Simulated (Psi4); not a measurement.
**Si2H4F2 (SMILES F[SiH2][SiH2]F): MP2/6-31G(d) (spherical functions)**

Aim: the energy change on altering one bond length of Si2H4F2 at MP2/6-31G* (spherical functions), from 2 runs. 

The results are computed with Psi4 1.11.

## 1. The molecule

The species is Si2H4F2 (8 atoms), meant as a singlet with charge 0. SMILES: `F[SiH2][SiH2]F`. Geometry: relaxed at PBE0-D4/def2-TZVP. This is one conformer, not always the lowest.

Bond lengths: F1–Si2 1.605 Å, Si2–Si3 2.350 Å, Si3–F4 1.605 Å, Si2–H5 1.485 Å, Si2–H6 1.487 Å, Si3–H7 1.487 Å, Si3–H8 1.485 Å. Some angles: F1–Si2–Si3 110.4°, Si2–Si3–F4 110.4°, F1–Si2–H5 108.0°, F1–Si2–H6 108.1°, Si3–Si2–H5 111.7°, Si3–Si2–H6 109.2°, Si2–Si3–H7 109.2°, Si2–Si3–H8 111.7°, F4–Si3–H7 108.1°, F4–Si3–H8 108.0°.

## 2. A single-point energy at MP2/6-31G(d) (spherical functions)

File f2h4si2.xyz:

```xyz
8
F2H4Si2
F     -1.934800     1.205800    -0.274500
Si    -0.357800     1.128100     0.012400
Si     0.358600    -1.109600     0.044100
F      0.281000    -1.742000    -1.428800
H      0.340100     1.914200    -1.037000
H     -0.099800     1.743700     1.341600
H      1.774800    -1.164000     0.495400
H     -0.477100    -1.941900     0.946800
```

File run_ase.py:

```python
import numpy as np
from ase.calculators.psi4 import Psi4
from ase.io import read

mol = read('f2h4si2.xyz')
calc = Psi4(atoms=mol, method='mp2', basis='6-31G*', memory='2200MB', num_threads=1, charge=0, multiplicity=1, label='psi4-calc', reference='rhf')
calc.psi4.set_options({'puream': True, 'e_convergence': 1e-09, 'd_convergence': 1e-08, 'scf_type': 'pk', 'num_frozen_docc': 12, 'mp2_type': 'conv'})
mol.calc = calc

print(f'energy: {mol.get_potential_energy():.6f} eV')
```

Started as:

```
$ python run_ase.py
```

psi4-calc.dat:

```text
[...]
  Running in c1 symmetry.
[...]
  Nuclear repulsion =  221.605031983874795
[...]
  Multiplicity = 1
[...]
  Nalpha       = 25
  Nbeta        = 25
[...]
    Number of basis functions: 72
[...]
   @RHF iter   1:  -779.06072964215264   -1.00559e+00   5.63519e-03 DIIS/ADIIS
[...]
   @RHF iter  10:  -779.14077017844784   -3.29692e-12   5.95407e-09 DIIS
[...]
    Orbital Energies [Eh]
    ---------------------
    Doubly Occupied:
       1A    -68.808804     2A    -68.808787     3A    -26.285045
       4A    -26.285030     5A     -6.167494     6A     -6.167359
       7A     -4.274118     8A     -4.274039     9A     -4.272686
      10A     -4.272682    11A     -4.272653    12A     -4.272033
      13A     -1.581337    14A     -1.580821    15A     -0.791446
      16A     -0.750474    17A     -0.667644    18A     -0.665475
      19A     -0.662391    20A     -0.658651    21A     -0.646364
      22A     -0.601061    23A     -0.496768    24A     -0.490418
      25A     -0.417075
[...]
  @RHF Final Energy:  -779.14077017844784
   => Energetics <=
    Nuclear Repulsion Energy =            221.6050319838747953
    One-Electron Energy =               -1525.1502917183436239
    Two-Electron Energy =                 524.4044895560209625
    Total Energy =                       -779.1407701784478377
[...]
 Multipole Moments:
 ------------------------------------------------------------------------------------
     Multipole            Electronic (a.u.)      Nuclear  (a.u.)        Total (a.u.)
 ------------------------------------------------------------------------------------
 L = 1.  Multiply by 2.5417464519 to convert [e a0] to [Debye]
 Dipole X            :         -3.0213147            3.5828033            0.5614886
 Dipole Y            :         -1.0127485            1.2010570            0.1883085
 Dipole Z            :         -3.2129387            3.8103377            0.5973990
 Magnitude           :                                                    0.8411986
[...]
	SCS-MP2 Total Energy (a.u.)        :  -779.62856731976740
	SOS-MP2 Total Energy (a.u.)        :  -779.58716033813948
	SCSN-MP2 Total Energy (a.u.)       :  -779.35939904144357
[...]
	SOS-PI-MP2 Total Energy (a.u.)     :  -779.66155869808813
[...]
	MP2 Total Energy (a.u.)            :  -779.63698292307492
[...]
```

On the terminal:

```text
energy: -21215.002901 eV
```

It took 4.5 s on 1 thread of AMD EPYC 7B13 (Zen 3), shared host; peak memory 0.31 GiB.

## 3. The distorted shape

File f2h4si2.xyz:

```xyz
8
F2H4Si2
F     -1.809470     1.330620    -0.409878
Si    -0.232470     1.252920    -0.122978
Si     0.483930    -0.984780    -0.091278
F      0.406330    -1.617180    -1.564178
H      0.465430     2.039020    -1.172378
H      0.025530     1.868520     1.206222
H      1.900130    -1.039180     0.360022
H     -0.477100    -1.941900     0.946800
```

File job.py:

```python
import psi4

psi4.set_memory('2200 MB')
psi4.set_num_threads(1)
psi4.set_output_file('output.dat', False)

with open('f2h4si2.xyz') as f:
    atoms = ''.join(f.readlines()[2:])
m = psi4.geometry('0 1\n' + atoms + 'symmetry c1')

options = {'basis': '6-31G*', 'puream': True, 'e_convergence': 1e-09, 'd_convergence': 1e-08, 'scf_type': 'pk', 'num_frozen_docc': 12, 'mp2_type': 'conv'}
psi4.set_options(options)

energy_value, wavefunction = psi4.energy('mp2', molecule=m, return_wfn=True)
print('E =', round(energy_value, 9))
```

Started as:

```
$ python job.py
```

output.dat:

```text
[...]
  Running in c1 symmetry.
[...]
  Nuclear repulsion =  220.650989342530465
[...]
  Multiplicity = 1
[...]
  Nalpha       = 25
  Nbeta        = 25
[...]
    Number of basis functions: 72
[...]
   @RHF iter   1:  -779.04519306472889   -1.06817e+00   5.63946e-03 DIIS/ADIIS
[...]
   @RHF iter  11:  -779.12552842998662    1.13687e-12   2.51124e-09 DIIS
[...]
    Orbital Energies [Eh]
    ---------------------
    Doubly Occupied:
       1A    -68.826338     2A    -68.813294     3A    -26.290691
       4A    -26.287222     5A     -6.181104     6A     -6.171702
       7A     -4.287949     8A     -4.286366     9A     -4.286055
      10A     -4.278352    11A     -4.276944    12A     -4.276669
      13A     -1.586125    14A     -1.583090    15A     -0.791708
      16A     -0.751287    17A     -0.671292    18A     -0.667519
      19A     -0.665195    20A     -0.661740    21A     -0.645960
      22A     -0.595183    23A     -0.497227    24A     -0.472591
      25A     -0.416445
[...]
  @RHF Final Energy:  -779.12552842998662
   => Energetics <=
    Nuclear Repulsion Energy =            220.6509893425304654
    One-Electron Energy =               -1523.0169405945546259
    Two-Electron Energy =                 523.2404228220375444
    Total Energy =                       -779.1255284299866162
[...]
 Multipole Moments:
 ------------------------------------------------------------------------------------
     Multipole            Electronic (a.u.)      Nuclear  (a.u.)        Total (a.u.)
 ------------------------------------------------------------------------------------
 L = 1.  Multiply by 2.5417464519 to convert [e a0] to [Debye]
 Dipole X            :         -2.8142201            3.4677683            0.6535482
 Dipole Y            :         -0.7713870            1.0864901            0.3151031
 Dipole Z            :         -3.4401175            3.9345953            0.4944777
 Magnitude           :                                                    0.8780224
[...]
	SCS-MP2 Total Energy (a.u.)        :  -779.61577476456193
	SOS-MP2 Total Energy (a.u.)        :  -779.61167399161639
	SCSN-MP2 Total Energy (a.u.)       :  -779.34463040078526
[...]
	SOS-PI-MP2 Total Energy (a.u.)     :  -779.64906980404953
[...]
	MP2 Total Energy (a.u.)            :  -779.62397631045280
[...]
```

Standard output:

```text
E = -779.62397631
```

Run time: 4.8 s. Hardware: 1 thread of AMD EPYC 7B13 (Zen 3), shared host; peak memory 0.29 GiB.

## 4. What came out

Level: MP2/6-31G* (spherical functions), 12 core orbitals frozen.

| quantity | value |
| --- | --- |
| first shape: total energy | -779.63698 Eh |
| first shape: HOMO energy (Hartree–Fock orbitals) | -11.35 eV |
| first shape: LUMO energy (Hartree–Fock orbitals) | 2.67 eV |
| first shape: HOMO–LUMO gap (Hartree–Fock orbitals) | 14.02 eV |
| first shape: correlation energy (12 core orbitals frozen) | -496.2 mEh |
| distorted shape: total energy | -779.62398 Eh |
| distorted shape: HOMO energy (Hartree–Fock orbitals) | -11.33 eV |
| distorted shape: LUMO energy (Hartree–Fock orbitals) | 2.59 eV |
| distorted shape: HOMO–LUMO gap (Hartree–Fock orbitals) | 13.92 eV |
| distorted shape: correlation energy (12 core orbitals frozen) | -498.4 mEh |
| energy change with the Si3–H8 bond stretched from 1.485 to 1.708 Å | 0.354 eV |

What this shows: With the Si3–H8 bond stretched from 1.485 to 1.708 Å the energy rises by 0.35 eV (8.2 kcal/mol). The first shape isn't relaxed at this level, so the change isn't measured from a minimum.
